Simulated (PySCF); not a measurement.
# RuNOH: relaxation and vibrations of the singlet

The task is one start of a wider search on RuNOH: the singlet, from a linear start. It is relaxed, tested by its Hessian and followed downhill if it is a saddle.

Method: PBE0, basis Ru def2-TZVP with ECP28, N def2-TZVP, O def2-TZVP, H def2-TZVP, scalar-relativistic core potentials, no spin–orbit coupling, density fitting; program: PySCF 2.14.0.

## (1) Where the work starts

4 atoms, charge 0, spin multiplicity 1.

Bond lengths: Ru1–N2 1.740 Å, Ru1–O3 1.880 Å, O3–H4 0.960 Å. Angles: N2–Ru1–O3 180.0°, Ru1–O3–H4 130.0°.

```xyz
4
charge 0 multiplicity 1
Ru    0.0000    0.0000    0.0000
N     0.0000    0.0000    1.7400
O     0.0000    0.0000   -1.8800
H     0.7354    0.0000   -2.4971
```

## (2) The SCF at the typed geometry

One driver script runs all steps and calls PySCF; scf.py shows how it sets up the SCF of each step. The optimiser is the driver's own. After this first run the driver tries any further starts and a stability analysis.

File scf.py:

```python
from pyscf import gto, scf, dft
mol = gto.M(atom='''
Ru     0.000000     0.000000     0.000000
N      0.000000     0.000000     1.740000
O      0.000000     0.000000    -1.880000
H      0.735400     0.000000    -2.497100''',
    basis={'Ru': 'def2-TZVP', 'N': 'def2-TZVP', 'O': 'def2-TZVP', 'H': 'def2-TZVP'},
    ecp={'Ru': 'def2-TZVP'},
    charge=0, spin=0)
mf = dft.RKS(mol, xc='PBE0')
mf.grids.atom_grid = (50, 194)
aux = {'Ru': 'def2-universal-JKFIT', 'N': 'def2-universal-JKFIT', 'O': 'def2-universal-JKFIT', 'H': 'def2-universal-JKFIT'}
mf = mf.density_fit(auxbasis=aux)
mf.conv_tol = 1e-08
mf.diis_space = 10
mf.max_cycle = 60
mf.init_guess = 'minao'
mf.verbose = 4
mf.kernel()
```

Launch:

```sh
$ OMP_NUM_THREADS=4 python axn.py task.json out
```

After this run come: Relaxation: linear start, singlet; Hessian and properties.

**Question.** What will these runs give? Wanted: minimum; geometry; wavenumbers; dipole moment; highest occupied, lowest empty level; polar-tensor charge of Ru1; zero-point energy; atomisation energy.

**Answer**, as computed:

| quantity | value |
| --- | --- |
| minimum | singlet, Cs |
| geometry | O–H 0.955 Å, Ru–N 1.553 Å, Ru–O 1.914 Å; H–O–Ru 138.5°, N–Ru–O 155.0° |
| wavenumbers (cm⁻¹) | 144 (a'), 412 (a''), 545 (a'), 665 (a'), 1261 (a'), 3955 (a') |
| dipole moment | 0.64 D |
| highest occupied, lowest empty level | -6.57, -3.09 eV |
| polar-tensor charge of Ru1 | +1.36 e |
| zero-point energy | 41.8 kJ/mol |
| entropy at 298.15 K | 281.3 J/(mol K) |
| atomisation energy (no zero-point energy) | 1242 kJ/mol |

The molecule stays Cs, as typed, and the end point is a minimum. The strongest infrared band lies at 545 cm⁻¹ (a'). Other starts or spin states, not run here, may lie lower.
